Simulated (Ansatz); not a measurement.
# CdTe: levels of theory

The task, for CdTe: compare levels of theory.

Computed with Ansatz 0.2.0 (DFT PBE, scalar-relativistic, plane waves, PAW, and further levels as typed in the inputs, unless a step's input says otherwise).

## 1. The system as given

The structure is orthorhombic, space group Imm2 (No. 44). The conventional cell has a = 4.582 Å, b = 4.674 Å, c = 6.480 Å, α = 90.00°, β = 90.00°, γ = 90.00°. Cd (site symmetry mm2) has 4 Te at 2.81 to 2.84 Å as nearest neighbours. Te (site symmetry mm2) has 4 Cd at 2.81 to 2.84 Å as nearest neighbours.

Coordinates:

```cif
data_structure
_symmetry_space_group_name_H-M 'Imm2'
_symmetry_Int_Tables_number 44
_cell_length_a 4.5821
_cell_length_b 4.6737
_cell_length_c 6.4800
_cell_angle_alpha 90.000
_cell_angle_beta 90.000
_cell_angle_gamma 90.000
_cell_volume 138.77
loop_
_atom_site_label
_atom_site_type_symbol
_atom_site_symmetry_multiplicity
_atom_site_Wyckoff_symbol
_atom_site_fract_x
_atom_site_fract_y
_atom_site_fract_z
_atom_site_occupancy
Cd1 Cd 2 a 0.00000 0.00000 0.00000 1
Te1 Te 2 b 0.50000 0.00000 0.25000 1
```

## 2. Single point: CdTe, no spin

The input, input.yaml:

```yaml
crystal:
  lattice:
    - [4.5820519421, 0.0, 0.0]
    - [0.0, 6.48, 0.0]
    - [0.0, 0.0, 4.6736929809]
  atoms:
    - { symbol: Cd, position: [0.0, 0.0, 0.0] }
    - { symbol: Te, position: [0.5, 0.25, 0.0] }
    - { symbol: Cd, position: [0.5, 0.5, 0.5] }
    - { symbol: Te, position: [0.0, 0.75, 0.5] }
scf:
  occupations: { method: gaussian, width: 0.01 }
  n_extra_bands: 4
output:
  write_density: true
  write_potential: true
  elf: true
  volumetric_format: npy
kpoints:
  mp_grid: { grid: [6, 4, 6] }
hamiltonian:
  xc: pbe
```

Command:

```console
$ ansatz run input.yaml --threads 4 --pin off --max-ram 11264MiB --backend cpu --events-out ev --progress --plain --runs-dir out
```

Log, shortened:

```text
Warning: RAYON_NUM_THREADS=4 ignored (pool sized by the plan → 4); use --threads N
scf.n_extra_bands = 4 over 36 filled bands (N_el = 72.0): the run solves 40 bands
[...]
Pseudopotentials: kind: paw
Pseudopotential: Cd, paw, valence charge 20, recommended cutoff 420 eV (normal), Cd.paw.azcp
Pseudopotential: Te, paw, valence charge 16, recommended cutoff 420 eV (normal), Te.paw.azcp
Functional definition: PBE
[...]
Crystal: 4 atoms, lattice volume = 138.770 Å³
Basis set: ecut = 420 eV, 2733 PW (Γ)
Bands: 40, of which v1, the nominal top of the filled ones, is band 36 counted from 1 (35 counted from 0)
Symmetry: 8 space group operations
Space group: Imm2 (ITA 44), of the structure as read, at distance tolerance 5.2e-5 Å
k-points: 48 of 144 (time reversal used)
[...]
SCF iter   1: F=—  HF=-30470.636959 eV  |F-HF|=—  |Δ(HF+E_count)|=         —  Δρ=1.42e-3  dr2=6.89e-3  ethr=1.77e-3  ⟨swp⟩=7.0  Hψ=7171  notcnv=0
[...]
SCF iter   7: F=-30470.636410 eV  HF=-30470.636410 eV  |F-HF|=1.91e-8  |Δ(HF+E_count)|=   7.18e-7  Δρ=5.99e-6  dr2=4.49e-8  ethr=1.39e-10  ⟨swp⟩=4.9  Hψ=5029  notcnv=0
[...]
SCF converged after 7 iterations
Free energy (F): -30470.636410 eV
[...]
E sigma→0 (E₀):  -30470.636410 eV
Fermi energy:    7.557249 eV
[...]
--- Band table (eV; the first three rows and the last of 48) ---
[...]
```

It took 3.5 s on 4 threads of Intel Xeon 6975P-C (Granite Rapids), shared host; peak memory 0.56 GiB.

Density in a lattice plane of the grid's cell (edges 6.48 and 4.67 Å, at 0.000 of the third edge), which holds Cd and Te.

Values in e/Å³, 8 rows by 12 columns:
```
 6.32  1.98  0.22  0.05  0.02  0.01  0.01  0.03  0.06  0.11  0.27  1.98
 0.28  0.16  0.06  0.02  0.01  0.02  0.04  0.10  0.25  0.40  0.37  0.30
 0.12  0.04  0.02  0.01  0.01  0.02  0.08  0.31  1.21  4.13  1.35  0.37
 0.11  0.03  0.01  0.01  0.01  0.03  0.12  0.49  5.33 17.10  5.63  0.49
 0.12  0.04  0.02  0.01  0.01  0.02  0.08  0.31  1.21  4.13  1.35  0.37
 0.28  0.16  0.06  0.02  0.01  0.02  0.04  0.10  0.25  0.40  0.37  0.30
 6.32  1.98  0.22  0.05  0.02  0.01  0.01  0.03  0.06  0.11  0.27  1.98
26.56  8.09  0.44  0.08  0.03  0.01  0.01  0.01  0.03  0.07  0.43  8.09
```
Columns run along the first of these edges and rows up along the second, over one cell in 12 and 8 even steps from the bottom left corner. Atoms in the plane (fractional): Cd at (0.00, 0.00), Te at (0.75, 0.50).

ELF in the same plane.

Values, 8 rows by 12 columns:
```
0.52 0.39 0.18 0.11 0.03 0.01 0.02 0.10 0.29 0.34 0.18 0.35
0.17 0.18 0.13 0.05 0.02 0.02 0.15 0.51 0.63 0.63 0.65 0.27
0.39 0.11 0.04 0.01 0.01 0.07 0.42 0.62 0.44 0.21 0.44 0.66
0.55 0.11 0.01 0.00 0.01 0.11 0.53 0.57 0.15 0.11 0.17 0.57
0.39 0.11 0.04 0.01 0.01 0.07 0.42 0.62 0.44 0.21 0.44 0.66
0.17 0.18 0.13 0.05 0.02 0.02 0.15 0.51 0.63 0.63 0.65 0.27
0.52 0.39 0.18 0.11 0.03 0.01 0.02 0.10 0.29 0.34 0.18 0.35
0.92 0.56 0.21 0.13 0.04 0.01 0.01 0.01 0.04 0.13 0.21 0.56
```
Columns run along the first of these edges and rows up along the second, over one cell in 12 and 8 even steps from the bottom left corner. Atoms in the plane (fractional): Cd at (0.00, 0.00), Te at (0.75, 0.50).

Both are smooth fields of the valence electrons: close to the nuclei they are not physical.

Maxima of ELF outside the ion cores: 0.68 beside Te, off the lines to its neighbours, 1.3 Å from Te.

## 3. Single point: HSE06

It takes the final geometry of step 2.

Changes to input.yaml since step 2:

```diff
@@ -13,7 +13,3 @@
   n_extra_bands: 4
-output:
-  write_density: true
-  write_potential: true
-  elf: true
-  volumetric_format: npy
+output: {}
 kpoints:
@@ -21,2 +17,2 @@
 hamiltonian:
-  xc: pbe
+  xc: hse06
```

Command:

```console
$ ansatz run input.yaml --threads 4 --pin off --max-ram 11264MiB --backend cpu --events-out ev --progress --plain --runs-dir out
```

Log, shortened:

```text
Warning: RAYON_NUM_THREADS=4 ignored (pool sized by the plan → 4); use --threads N
scf.n_extra_bands = 4 over 36 filled bands (N_el = 72.0): the run solves 40 bands
[...]
[... 3 set-up lines as earlier in the session ...]
Functional definition: HSE06
[...]
Crystal: 4 atoms, lattice volume = 138.770 Å³
Basis set: ecut = 420 eV, 2733 PW (Γ)
Bands: 40, of which v1, the nominal top of the filled ones, is band 36 counted from 1 (35 counted from 0)
[... 2 set-up lines as earlier in the session ...]
k-points: 48 of 144 (time reversal used)
[...]
SCF iter   1: F=—  HF=-30470.637591 eV  |F-HF|=—  |Δ(HF+E_count)|=         —  Δρ=1.61e-3  dr2=7.63e-3  ethr=1.77e-3  ⟨swp⟩=7.6  Hψ=7686  notcnv=0
[...]
SCF iter   3: F=-30487.265150 eV  HF=-30487.265150 eV  |F-HF|=6.82e-9  |Δ(HF+E_count)|=   1.43e-7  Δρ=5.09e-6  dr2=8.36e-8  ethr=1.98e-11  ⟨swp⟩=3.8  Hψ=8789  notcnv=0  defer=12
[...]
hybrid outer 2: dexx = +7.887e-7 eV, tail = 2.23e-7 eV, Δε = 3.26e-3 eV (about 2.28e-4 eV left of the loop's levels)
hybrid SCF converged: 2 outer / 9 inner (+3 warm-up), last move |dexx| = 7.89e-7 eV, tail = 2.23e-7 eV
Stability not checked: this state was not tested for a lower state beside it, because the functional holds exact exchange (a hybrid, or Hartree-Fock), whose exchange loop this test does not read (fock_operator; see scf.lower_state_search)
Free energy (F): -30487.265151 eV
Frozen-core exchange: fock
[...]
E sigma→0 (E₀):  -30487.265151 eV
Fermi energy:    7.498617 eV
[...]
--- Band table (eV; the first three rows and the last of 48) ---
[...]
  guard bands above this table: 3 of the run's 40 bands, where the rule asks 4: the bands that hold charge and the lowest empty level above them stay in the table. The solve was not asked for them (output.publish_guard_bands: true or output.eigenvalues: true publishes all)
```

Run time: 54 s. Hardware: 4 threads of Intel Xeon 6975P-C (Granite Rapids), shared host; peak memory 7.1 GiB.

## 4. Single point: HSE06 with spin-orbit coupling, mesh 4×3×4

It takes the final geometry of step 2.

Changes to input.yaml since step 3:

```diff
@@ -15,4 +15,8 @@
 kpoints:
-  mp_grid: { grid: [6, 4, 6] }
+  mp_grid: { grid: [4, 3, 4] }
 hamiltonian:
   xc: hse06
+  pseudopotentials: { kind: paw_fr }
+magnetization:
+  noncollinear: true
+  spin_orbit: true
```

Command:

```console
$ ansatz run input.yaml --threads 4 --pin off --max-ram 11264MiB --backend cpu --events-out ev --progress --plain --runs-dir out
```

Log, shortened:

```text
Warning: RAYON_NUM_THREADS=4 ignored (pool sized by the plan → 4); use --threads N
scf.n_extra_bands = 4 over 72 filled bands (N_el = 72.0): the run solves 76 bands
[...]
Pseudopotentials: kind: paw_fr
Pseudopotential: Cd, paw_fr, valence charge 20, recommended cutoff 420 eV (normal), Cd.paw.azcp#standard-fr
Pseudopotential: Te, paw_fr, valence charge 16, recommended cutoff 420 eV (normal), Te.paw.azcp#standard-fr
[... 1 set-up line as earlier in the session ...]
[...]
non-collinear run that drives no moment, with spin-orbit: no starting moment large enough to seed its density (crystal.atoms[].spin), no starting occupations that ask for one, no magnetisation constraint and no magnetic field, so the semilocal B_xc is pinned to zero
Crystal: 4 atoms, lattice volume = 138.770 Å³
Basis set: ecut = 420 eV, 2733 PW (Γ)
Bands: 76, of which v1, the nominal top of the filled ones, is band 72 counted from 1 (71 counted from 0)
[...]
hybrid outer 2: dexx = +1.150e-6 eV, tail = 1.38e-7 eV, Δε = 4.44e-3 eV (about 2.28e-4 eV left of the loop's levels)
hybrid SCF converged: 2 outer / 10 inner (+6 warm-up), last move |dexx| = 1.15e-6 eV, tail = 1.38e-7 eV
Magnetization: |M| = 0.0000 μB,  M = (+0.0000, +0.0000, +0.0000) μB
Absolute magnetization: 0.0000 μB (∫|m|)
  site 0: m = (+0.0000, +0.0000, +0.0000) μB, |m| = 0.0000 μB  (R = 1.16 Å)
  site 1: m = (+0.0000, +0.0000, +0.0000) μB, |m| = 0.0000 μB  (R = 1.16 Å)
  site 2: m = (+0.0000, +0.0000, +0.0000) μB, |m| = 0.0000 μB  (R = 1.16 Å)
  site 3: m = (+0.0000, +0.0000, +0.0000) μB, |m| = 0.0000 μB  (R = 1.16 Å)
Free energy (F): -30481.255084 eV
Frozen-core exchange: fock
[...]
E sigma→0 (E₀):  -30481.255084 eV
Fermi energy:    7.659390 eV
[...]
--- Band table (eV; the first three rows and the last of 18) ---
[...]
  guard bands above this table: 2 of the run's 76 bands, where the rule asks 8: the bands that hold charge and the lowest empty level above them stay in the table. The solve was not asked for them (output.publish_guard_bands: true or output.eigenvalues: true publishes all)
```

It took 2.1 min on 4 threads of Intel Xeon 6975P-C (Granite Rapids), shared host; peak memory 7.1 GiB.

## 5. The runs side by side

| step | level | k mesh | volume (Å³/atom) | pressure (GPa) | energy (eV) | gap on the mesh (eV) | time |
| --- | --- | --- | --- | --- | --- | --- | --- |
| 2 | PBE | 6×4×6 | 34.69 | n/a | -30470.636 | 0.70 | 3.5 s |
| 3 | HSE06 | 6×4×6 | 34.69 | n/a | -30487.265 | 1.55 | 54 s |
| 4 | HSE06 with spin-orbit coupling | 4×3×4 | 34.69 | n/a | -30481.255 | 1.25 | 2.1 min |

Totals of different systems or levels have different zeros; only balanced differences at one level mean anything.

**Reading.** The rows set the runs side by side; convergence of the settings was not tested in this session.
